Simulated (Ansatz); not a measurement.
I need a single point from a YAML input of TiO₂, space group Cmcm. Use the Ansatz DFT code, driven from Python. Level of theory: LDA, PAW, cutoff 517 eV, 6×6×2 k-points, fixed occupations.

The script reads `scf.yaml`:
```yaml
crystal:
  lattice:
    - [1.474097, -4.79653, 0.0]
    - [1.474097, 4.79653, 0.0]
    - [0.0, 0.0, 10.235223]
  atoms:
    - { symbol: Ti, position: [0.133087, 0.866913, 0.583142] }
    - { symbol: Ti, position: [0.866913, 0.133087, 0.416858] }
    - { symbol: Ti, position: [0.133087, 0.866913, 0.916858] }
    - { symbol: Ti, position: [0.866913, 0.133087, 0.083142] }
    - { symbol: O, position: [0.7544, 0.2456, 0.897134] }
    - { symbol: O, position: [0.2456, 0.7544, 0.102866] }
    - { symbol: O, position: [0.2456, 0.7544, 0.397134] }
    - { symbol: O, position: [0.7544, 0.2456, 0.602866] }
    - { symbol: O, position: [0.065765, 0.934235, 0.75] }
    - { symbol: O, position: [0.934235, 0.065765, 0.25] }
    - { symbol: O, position: [0.5, 0.5, 0.5] }
    - { symbol: O, position: [0.5, 0.5, 0.0] }
kpoints:
  mp_grid: { grid: [6, 6, 2] }
hamiltonian:
  xc: lda
scf:
  occupations: { method: fixed }
basis:
  ecutwfc: "38 Ry"
output:
  stress: true
  eigenvalues: true
```

`yaml_run_tio2.py`:
```python
# -*- coding: utf-8 -*-
"""Run a YAML input for TiO2 from Python."""

import ansatz as az
import numpy as np
import yaml

with open("scf.yaml") as handle:
    tree = yaml.safe_load(handle)
print("sections:", list(tree))
result = az.Session.from_dict(tree).plan(threads=1).execute()
rep = result.report

n_atoms = len(rep["lattice"]["sites"])
print("F =", round(rep["free_energy_ev"], 4), "eV for", n_atoms, "atoms")
print("E(sigma -> 0) =", round(rep["energy_sigma0_ev"], 4), "eV, TS =", round(rep["entropy_ts_ev"], 5), "eV")
print("closed by", rep["closed_by"], "after", rep["n_iterations"], "iterations")

fermi = rep["fermi_energy_ev"]
print("levels less the Fermi level (eV) at the first k-points")
for k, levels in list(zip(rep["kpoints_frac"], rep["eigenvalues_ev"]))[:6]:
    print("k = ({:.3f}, {:.3f}, {:.3f})".format(*k))
    print("   ", " ".join(f"{e - fermi:.3f}" for e in levels))

# pressure is a third of the trace
print("pressure by term (GPa)")
for term, tensor in rep["stress_terms_gpa"].items():
    if np.any(tensor):
        print(f"  {term:28s} {np.trace(np.array(tensor)) / 3:12.3f}")
print(f"  {'total':28s} {np.trace(np.array(rep['stress_gpa'])) / 3:12.3f}")

gap = None if "band_edges_ev" not in rep else rep["band_edges_ev"][1] - rep["band_edges_ev"][0]
print("gap on the k mesh:", "withheld (metal, or smearing too wide to tell)" if gap is None else f"{gap:.3f} eV")
print("lowest empty less highest filled band, by band count:", round(rep["gap_by_band_count_ev"], 3), "eV")

print("energy terms (eV)")
for term, value in rep["components"].items():
    if abs(value) > 1e-9:
        print(f"  {term:26s} {value:16.5f}")
```

```console
$ python yaml_run_tio2.py
sections: ['crystal', 'kpoints', 'hamiltonian', 'scf', 'basis', 'output']
F = -14258.7632 eV for 12 atoms
E(sigma -> 0) = -14258.7632 eV, TS = 0.0 eV
closed by deck_thresholds after 10 iterations
levels less the Fermi level (eV) at the first k-points
k = (0.000, 0.000, 0.000)
    -55.590 -55.585 -55.559 -55.554 -32.344 -32.323 -32.237 -32.183 -32.139 -32.118 -32.113 -32.068 -31.961 -31.957 -31.950 -31.946 -17.122 -16.948 -15.857 -15.722 -15.700 -15.626 -15.577 -15.420 -4.741 -4.656 -4.006 -3.903 -3.289 -3.253 -3.138 -3.085 -2.978 -2.958 -2.924 -2.515 -2.113 -2.109 -1.572 -1.476 -0.764 -0.731 -0.679 -0.642 -0.493 -0.427 -0.137 -0.110 2.733 2.741 2.990 3.483 3.617 3.724 3.751 3.915 4.025
k = (0.000, 0.000, -0.500)
    -55.587 -55.587 -55.556 -55.556 -32.334 -32.334 -32.219 -32.219 -32.116 -32.116 -32.094 -32.094 -31.960 -31.960 -31.947 -31.947 -17.040 -17.040 -15.797 -15.797 -15.664 -15.664 -15.484 -15.484 -4.703 -4.703 -4.000 -4.000 -3.272 -3.272 -2.995 -2.995 -2.950 -2.950 -2.709 -2.709 -2.364 -2.364 -1.215 -1.215 -0.747 -0.747 -0.661 -0.661 -0.455 -0.455 -0.312 -0.312 2.745 2.745 3.169 3.169 3.648 3.648 3.908 3.908 4.272
k = (0.000, 0.167, 0.000)
    -55.577 -55.572 -55.550 -55.545 -32.324 -32.299 -32.223 -32.180 -32.142 -32.108 -32.097 -32.082 -32.073 -32.056 -32.054 -32.041 -16.839 -16.667 -15.853 -15.751 -15.750 -15.660 -15.570 -15.399 -4.308 -4.232 -3.959 -3.933 -3.657 -3.496 -3.146 -3.078 -3.031 -2.883 -2.566 -2.298 -2.021 -1.849 -1.747 -1.733 -1.516 -1.374 -0.943 -0.782 -0.778 -0.336 -0.136 -0.120 2.877 3.045 3.088 3.275 3.496 3.497 3.874 3.969 4.066
k = (0.000, 0.167, -0.500)
    -55.575 -55.575 -55.547 -55.547 -32.312 -32.312 -32.208 -32.208 -32.114 -32.114 -32.094 -32.094 -32.062 -32.062 -32.049 -32.049 -16.758 -16.758 -15.817 -15.817 -15.701 -15.701 -15.469 -15.469 -4.282 -4.282 -3.988 -3.988 -3.575 -3.575 -3.145 -3.145 -2.746 -2.746 -2.488 -2.488 -2.065 -2.065 -1.679 -1.679 -1.453 -1.453 -0.890 -0.890 -0.510 -0.510 -0.152 -0.152 2.907 2.907 3.240 3.240 3.513 3.513 3.799 3.799 4.143
k = (0.000, 0.333, 0.000)
    -55.551 -55.546 -55.532 -55.528 -32.362 -32.347 -32.315 -32.304 -32.199 -32.189 -32.183 -32.158 -32.109 -32.070 -32.063 -32.029 -16.251 -16.087 -16.028 -15.975 -15.771 -15.663 -15.413 -15.299 -4.092 -3.992 -3.772 -3.706 -3.587 -3.532 -3.453 -3.444 -3.095 -2.991 -2.553 -2.316 -2.220 -1.894 -1.878 -1.718 -1.527 -1.433 -1.161 -1.106 -0.918 -0.484 -0.277 -0.245 2.817 3.066 3.235 3.342 3.395 3.511 3.720 3.915 4.043
k = (0.000, 0.333, -0.500)
    -55.549 -55.549 -55.530 -55.530 -32.355 -32.355 -32.309 -32.309 -32.193 -32.193 -32.173 -32.173 -32.091 -32.091 -32.041 -32.041 -16.168 -16.168 -16.013 -16.013 -15.719 -15.719 -15.342 -15.342 -4.097 -4.097 -3.751 -3.751 -3.566 -3.566 -3.481 -3.481 -2.778 -2.778 -2.459 -2.459 -2.130 -2.130 -1.833 -1.833 -1.648 -1.648 -1.089 -1.089 -0.575 -0.575 -0.293 -0.293 3.027 3.027 3.135 3.135 3.503 3.503 3.673 3.673 4.302
pressure by term (GPa)
  kinetic                          1822.739
  hartree                          1142.864
  ewald                           -2294.154
  local_pseudopotential              67.538
  nonlocal_pseudopotential         -583.667
  augmentation                      162.412
  nlcc                              -36.075
  xc                               -293.863
  augmentation_tail                  -0.036
  scf_correction                      0.001
  pulay_correction                    0.019
  total                             -12.222
gap on the k mesh: 2.497 eV
lowest empty less highest filled band, by band count: 2.497 eV
energy terms (eV)
  e_band                          -1013.51341
  e_kinetic                        2469.93650
  e_local                         -7910.92975
  e_nonlocal                        427.61052
  e_hartree                        3097.31819
  e_xc                             -965.76139
  e_vxc                           -1231.23104
  e_paw                           -5161.54899
  e_vpaw                           -963.55283
  e_augmentation_tail                 0.00661
  e_ewald                         -6217.47404
  e_core_change                       2.07917
```

Notes:
- Total energies depend on the potentials; only differences at equal settings carry meaning. A total without «per atom» is that of the cell as typed.
- Spin is left out of this run.
- Semilocal gaps usually lie well under measured ones.
- The energy terms are those on the plane-wave grid, with the one-centre PAW part apart; e_band, e_vxc and e_vpaw aren't summands of the total.
- The computed bands are complete only to about 3.9 eV above the Fermi level.
- Pressure is positive in compression.
- At these settings the cell as given stands under about -12 GPa, so it isn't at this functional's equilibrium volume.
- This cell is a computed structure, which may not be the phase found in nature.
- Gaps and levels are Kohn-Sham values on a finite set of k-points.
- It ran for 16 s on 1 thread of Arm Neoverse V2, on a shared host, peak memory 0.6 GiB.

(A comment or docstring line of the script was reworded after the run, the code is as it ran; lines on the test bed's own set-up are left out of the output.)
